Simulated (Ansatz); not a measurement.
**CH₂B₂ClF: a ladder of functionals and wavefunction methods**

The task here is to estimate one member of a computed series from the others.

Computed with Ansatz 0.2.0, Gaussian basis. Level: functionals in def2-TZVPP, the program's frozen cores in correlated methods.

The runs, in order: LDA (SPW92), PBE-D4, revPBE-D4, BLYP-D4, r2SCAN-D4, B97M-V, PBE0-D4, B3LYP-D4, r2SCANh-D4, r2SCAN0-D4, HSE06-D4, BHLYP-D4, CAM-B3LYP-D4, LC-ωPBE, ωB97X-V, ωB97M-V, B2PLYP, PBE-QIDH; CCSD(T)/def2-SVP; CCSD(T)/def2-TZVPP; MP2/def2-QZVPP; extrapolation to the limit; RPA on PBE.

## The relaxed structure

All runs share one geometry, relaxed beforehand with PBE0-D4 in a triple-zeta def2 set.

SMILES `FB1CB1Cl`, 7 atoms, charge 0, spin multiplicity 1.

Atoms are counted from 1 here; the program's logs count them from 0.

Bond lengths: F1–B2 1.304 Å, B2–C3 1.632 Å, B2–B4 1.554 Å, C3–B4 1.499 Å, C3–H6 1.088 Å, C3–H7 1.107 Å, B4–Cl5 1.730 Å. Angles: F1–B2–C3 130.8°, F1–B2–B4 171.0°, C3–B2–B4 56.1°, B2–C3–B4 59.3°, B2–C3–H6 153.2°, B2–C3–H7 77.6°, B4–C3–H6 127.9°, B4–C3–H7 121.7°, H6–C3–H7 108.6°, B2–B4–C3 64.6°, B2–B4–Cl5 151.3°, C3–B4–Cl5 132.3°.

As a file:

```xyz
7
charge 0, multiplicity 1
F    -0.5709   -2.1364    0.4343
B    -0.4788   -0.9186   -0.0222
C     0.5540    0.2870    0.3548
B    -0.4066    0.4324   -0.7866
Cl   -1.1632    1.8134   -1.5036
H     0.9391    1.0681    1.0072
H     1.1877   -0.6138    0.4703
```

The first run:

The input, in.yaml:

```yaml
crystal:
  periodic: [false, false, false]
  atoms:
    - {symbol: F, position_ang: [-0.570929, -2.136388, 0.434292]}
    - {symbol: B, position_ang: [-0.478789, -0.918640, -0.022168]}
    - {symbol: C, position_ang: [0.553996, 0.286979, 0.354824]}
    - {symbol: B, position_ang: [-0.406615, 0.432407, -0.786587]}
    - {symbol: Cl, position_ang: [-1.163158, 1.813391, -1.503557]}
    - {symbol: H, position_ang: [0.939125, 1.068082, 1.007162]}
    - {symbol: H, position_ang: [1.187669, -0.613831, 0.470334]}
basis:
  gaussian: {orbitals: def2-TZVPP}
hamiltonian: {xc: lda}
output: {orbitals: {seedname: orbitals}}
```

Run with:

```bash
$ ansatz run in.yaml --threads 2 --pin off --events-out ev --progress --plain --max-ram 4352MiB
```

Among the steps run: LDA; PBE-D4 (GGA); revPBE-D4 (GGA); BLYP-D4 (GGA); r2SCAN-D4 (meta-GGA); B97M-V (meta-GGA); PBE0-D4 (hybrid); B3LYP-D4 (hybrid); r2SCANh-D4 (hybrid); r2SCAN0-D4 (hybrid); HSE06-D4 (hybrid); BHLYP-D4 (hybrid); CAM-B3LYP-D4 (range-separated); LC-ωPBE (range-separated); ωB97X-V (range-separated); ωB97M-V (range-separated); B2PLYP (double hybrid); PBE-QIDH (double hybrid).

One of the session's tables, all rows but one given; the rest of the session is left out.

It belongs to the step «Frontier levels by functional». 

| functional | HOMO (eV) | LUMO (eV) | gap (eV) |
| --- | --- | --- | --- |
| LDA (SPW92) | -6.26 | -2.84 | 3.41 |
| PBE-D4 | ? | ? | ? |
| revPBE-D4 | -6.08 | -2.51 | 3.56 |
| BLYP-D4 | -6.02 | -2.43 | 3.59 |
| r2SCAN-D4 | -6.38 | -2.37 | 4.00 |
| B97M-V | -6.44 | -2.31 | 4.12 |
| PBE0-D4 | -7.40 | -1.66 | 5.74 |
| B3LYP-D4 | -7.20 | -1.85 | 5.35 |
| r2SCANh-D4 | -6.85 | -2.04 | 4.82 |
| r2SCAN0-D4 | -7.56 | -1.53 | 6.03 |
| HSE06-D4 | -7.00 | -2.05 | 4.96 |
| BHLYP-D4 | -8.58 | -0.58 | 8.01 |
| CAM-B3LYP-D4 | -8.78 | -0.49 | 8.29 |
| LC-ωPBE | -10.10 | 0.65 | 10.75 |
| ωB97X-V | -9.75 | 0.60 | 10.34 |
| ωB97M-V | -9.59 | 0.46 | 10.05 |

**Question.** Estimate the row for PBE-D4.

As computed: HOMO (eV): -6.13; LUMO (eV): -2.61; gap (eV): 3.53. In the column «HOMO (eV)» it lies between LDA (SPW92) (-6.26) and revPBE-D4 (-6.08).
